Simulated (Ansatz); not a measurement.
# C₂HBCl₂: small, medium and large basis sets

How large a basis does C₂HBCl₂ need? Two functionals are run in growing sets.

The runs use Ansatz 0.2.0, Gaussian basis; one geometry, several basis sets.

The runs, in order: PBE0-D4/def2-SVP; ωB97M-V/def2-SVP; PBE0-D4/def2-QZVPP; ωB97M-V/def2-QZVPP; the functionals' def2-TZVPP values are taken from earlier runs.

## Step 1: The geometry

All runs share one geometry, relaxed beforehand with PBE0-D4 in a triple-zeta def2 set.

SMILES `C#CB(Cl)Cl`, 6 atoms, charge 0, spin multiplicity 1.

Atoms are counted from 1 here; the program's logs count them from 0.

Bond lengths: C1–C2 1.206 Å, C1–H6 1.066 Å, C2–B3 1.506 Å, B3–Cl4 1.742 Å, B3–Cl5 1.742 Å. Angles: C2–C1–H6 180.0°, C1–C2–B3 180.0°, C2–B3–Cl4 120.2°, C2–B3–Cl5 120.2°, Cl4–B3–Cl5 119.6°.

## Step 2: PBE0-D4 in def2-SVP

File in.yaml:

```yaml
crystal:
  periodic: [false, false, false]
  atoms:
    - {symbol: C, position_ang: [-1.021995, 0.288042, 1.274617]}
    - {symbol: C, position_ang: [-0.279691, 0.072561, 0.349529]}
    - {symbol: B, position_ang: [0.647786, -0.196681, -0.806273]}
    - {symbol: Cl, position_ang: [0.825421, -1.813925, -1.428405]}
    - {symbol: Cl, position_ang: [1.548872, 1.107420, -1.528382]}
    - {symbol: H, position_ang: [-1.678393, 0.478581, 2.092613]}
basis:
  gaussian: {orbitals: def2-SVP}
hamiltonian: {xc: pbe0, dispersion: d4}
output: {orbitals: {seedname: orbitals}}
```

Launch:

```bash
$ ansatz run in.yaml --threads 4 --pin off --events-out ev --progress --plain --max-ram 10444MiB
```

The runs that follow: ωB97M-V in def2-SVP; PBE0-D4 in def2-QZVPP; ωB97M-V in def2-QZVPP.

Q: Predict the results of all the runs planned. Wanted: PBE0-D4: double and triple zeta above quadruple; ωB97M-V: double and triple zeta above quadruple.

**Answer**, as computed:

| quantity | value |
| --- | --- |
| PBE0-D4: double and triple zeta above quadruple | 12.40, 0.87 eV |
| ωB97M-V: double and triple zeta above quadruple | 12.36, 0.82 eV |

What this shows: PBE0-D4 gains 11.53 eV from double to triple zeta, then 0.87 eV more. Total energies overstate the basis error of differences, where much of it tends to cancel.
